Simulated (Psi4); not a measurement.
# CH5FOSn (SMILES FC[O][SnH3]) at B3LYP/def2-QZVP (density fitting, core potential, sweep point 5)

What is the energy change on altering one bond length of CH5FOSn at B3LYP/def2-QZVP (density fitting, core potential, sweep point 5)? 

The results are computed with Psi4 1.11.

### Step 1. The molecule

The species is CH5FOSn (9 atoms), meant as a singlet with charge 0. SMILES: `FC[O][SnH3]`. The coordinates come from a PBE0-D4/def2-TZVP relaxation. This is one conformer, not always the lowest.

Bond lengths: F1–C2 1.398 Å, C2–O3 1.354 Å, O3–Sn4 1.991 Å, C2–H5 1.100 Å, C2–H6 1.095 Å, Sn4–H7 1.705 Å, Sn4–H8 1.700 Å, Sn4–H9 1.699 Å. Some angles: F1–C2–O3 110.7°, C2–O3–Sn4 118.4°, F1–C2–H5 105.2°, F1–C2–H6 106.7°, O3–C2–H5 113.4°, O3–C2–H6 109.7°, O3–Sn4–H7 106.3°, O3–Sn4–H8 101.6°, O3–Sn4–H9 108.3°, H5–C2–H6 110.9°.

### Step 2. The energy at B3LYP/def2-QZVP (density fitting, core potential, sweep point 5)

Input file ch5fosn.inp:

```
memory 1.6 GB

molecule {
  0 1
  F     -0.596800     1.754200     0.031500
  C     -1.291500     0.566100     0.277800
  O     -0.736000    -0.463400    -0.405000
  Sn     1.239300    -0.701500    -0.319700
  H     -1.258800     0.434000     1.369300
  H     -2.319100     0.724600    -0.066100
  H      1.690100    -0.390300     1.294800
  H      1.407800    -2.333100    -0.765300
  H      1.953500     0.363100    -1.434400
  symmetry c1
}

set basis def2-QZVP
set reference rks
set puream true
set scf_type df
set dft_radial_points 99
set dft_spherical_points 590

energy('b3lyp')
```

Started as:

```
$ psi4 -n 1 ch5fosn.inp ch5fosn.out
```

ch5fosn.out:

```text
[...]
    !!!  WARNING: ECP capability is in beta. Please check occupations closely.  !!!
[...]
  Running in c1 symmetry.
[...]
  Nuclear repulsion =  215.208411609404635
[...]
  Multiplicity = 1
[...]
  Nalpha       = 25
  Nbeta        = 25
[...]
    Number of basis functions: 403
[...]
   @DF-RKS iter   1:  -430.21309650935137   -1.11801e+00   2.56559e-03 DIIS/ADIIS
[...]
   @DF-RKS iter   9:  -430.65231795259433   -2.14576e-07   3.12188e-07 DIIS
[...]
    Orbital Energies [Eh]
    ---------------------
    Doubly Occupied:
       1A    -24.667613     2A    -19.127159     3A    -10.293990
       4A     -5.115226     5A     -3.457705     6A     -3.455178
       7A     -3.454694     8A     -1.201377     9A     -1.062999
      10A     -1.041193    11A     -1.040444    12A     -1.036935
      13A     -1.036672    14A     -0.992179    15A     -0.670473
      16A     -0.550900    17A     -0.511881    18A     -0.506566
      19A     -0.472831    20A     -0.386709    21A     -0.384986
      22A     -0.352715    23A     -0.345623    24A     -0.320901
      25A     -0.288073
[...]
  @DF-RKS Final Energy:  -430.65231795259433
   => Energetics <=
    Nuclear Repulsion Energy =            215.2084116094046351
    One-Electron Energy =               -1102.5005308745403454
    Two-Electron Energy =                 492.6874242352874944
    DFT Exchange-Correlation Energy =     -36.0476229227460649
    Empirical Dispersion Energy =           0.0000000000000000
    VV10 Nonlocal Energy =                  0.0000000000000000
    Total Energy =                       -430.6523179525943306
[...]
 Multipole Moments:
 ------------------------------------------------------------------------------------
     Multipole            Electronic (a.u.)      Nuclear  (a.u.)        Total (a.u.)
 ------------------------------------------------------------------------------------
 L = 1.  Multiply by 2.5417464519 to convert [e a0] to [Debye]
 Dipole X            :         43.2655139          -42.8719753            0.3935386
 Dipole Y            :        -27.1558500           26.7267383           -0.4291117
 Dipole Z            :         -7.0035396            7.2684591            0.2649195
 Magnitude           :                                                    0.6396810
[...]
```

Run time: 85 s. Hardware: 1 thread of AMD EPYC 7B13 (Zen 3), shared host; peak memory 1.4 GiB.

### Step 3. The distorted shape at the same level

Input file calc.dat:

```
memory 1600 mb

molecule m {
  0 1
  F      0.225310     1.627395     0.306630
  C     -0.469390     0.439295     0.552930
  O      0.086110    -0.590205    -0.129870
  Sn     2.061410    -0.828305    -0.044570
  H     -0.436690     0.307195     1.644430
  H     -2.319100     0.724600    -0.066100
  H      2.512210    -0.517105     1.569930
  H      2.229910    -2.459905    -0.490170
  H      2.775610     0.236295    -1.159270
  symmetry c1
}

set basis def2-QZVP
set reference rks
set puream true
set scf_type df
set dft_radial_points 99
set dft_spherical_points 590

energy_value = energy("b3lyp")
```

Started as:

```
$ psi4 -i calc.dat -o calc.out -n 1
```

calc.out:

```text
[...]
    !!!  WARNING: ECP capability is in beta. Please check occupations closely.  !!!
[...]
  Running in c1 symmetry.
[...]
  Nuclear repulsion =  212.069582970438404
[...]
  Multiplicity = 1
[...]
  Nalpha       = 25
  Nbeta        = 25
[...]
    Number of basis functions: 403
[...]
   @DF-RKS iter   1:  -429.95091546408958   -1.04577e+00   2.70953e-03 ADIIS/DIIS
[...]
   @DF-RKS iter  10:  -430.53571065571447   -4.47614e-07   3.98071e-07 DIIS
[...]
    Orbital Energies [Eh]
    ---------------------
    Doubly Occupied:
       1A    -24.693065     2A    -19.153483     3A    -10.347915
       4A     -5.128881     5A     -3.471907     6A     -3.468535
       7A     -3.468070     8A     -1.221197     9A     -1.079380
      10A     -1.054676    11A     -1.054029    12A     -1.050308
      13A     -1.050169    14A     -1.009979    15A     -0.662774
      16A     -0.565501    17A     -0.530338    18A     -0.492001
      19A     -0.471044    20A     -0.404354    21A     -0.382202
      22A     -0.366387    23A     -0.350601    24A     -0.326010
      25A     -0.259517
[...]
  @DF-RKS Final Energy:  -430.53571065571447
   => Energetics <=
    Nuclear Repulsion Energy =            212.0695829704384039
    One-Electron Energy =               -1095.5206321841533281
    Two-Electron Energy =                 488.8073139568575129
    DFT Exchange-Correlation Energy =     -35.8919753988570704
    Empirical Dispersion Energy =           0.0000000000000000
    VV10 Nonlocal Energy =                  0.0000000000000000
    Total Energy =                       -430.5357106557144675
[...]
 Multipole Moments:
 ------------------------------------------------------------------------------------
     Multipole            Electronic (a.u.)      Nuclear  (a.u.)        Total (a.u.)
 ------------------------------------------------------------------------------------
 L = 1.  Multiply by 2.5417464519 to convert [e a0] to [Debye]
 Dipole X            :         45.1147376          -43.9702140            1.1445236
 Dipole Y            :        -27.4913259           26.8961343           -0.5951916
 Dipole Z            :         -6.5511477            6.9009189            0.3497713
 Magnitude           :                                                    1.3366103
[...]
```

Run time: 90 s. Hardware: 1 thread of AMD EPYC 7B13 (Zen 3), shared host; peak memory 1.3 GiB.

### Step 4. Outcome

Level: B3LYP/def2-QZVP (density fitting, core potential, sweep point 5).

```
                                                         quantity          value
                                        first shape: total energy  -430.65232 Eh
                                       first shape: dipole moment         1.63 D
                                         first shape: HOMO energy       -7.84 eV
                                         first shape: LUMO energy       -0.82 eV
                                       first shape: HOMO–LUMO gap        7.01 eV
                                    distorted shape: total energy  -430.53571 Eh
                                   distorted shape: dipole moment         3.40 D
                                     distorted shape: HOMO energy       -7.06 eV
                                     distorted shape: LUMO energy       -2.05 eV
                                   distorted shape: HOMO–LUMO gap        5.01 eV
energy change with the C2–H6 bond stretched from 1.095 to 1.971 Å       3.173 eV
```

**Reading.** With the C2–H6 bond stretched from 1.095 to 1.971 Å the energy rises by 3.17 eV (73 kcal/mol). The first shape isn't relaxed at this level, so the change isn't measured from a minimum. A restricted reference can't describe the breaking bond well at this length.
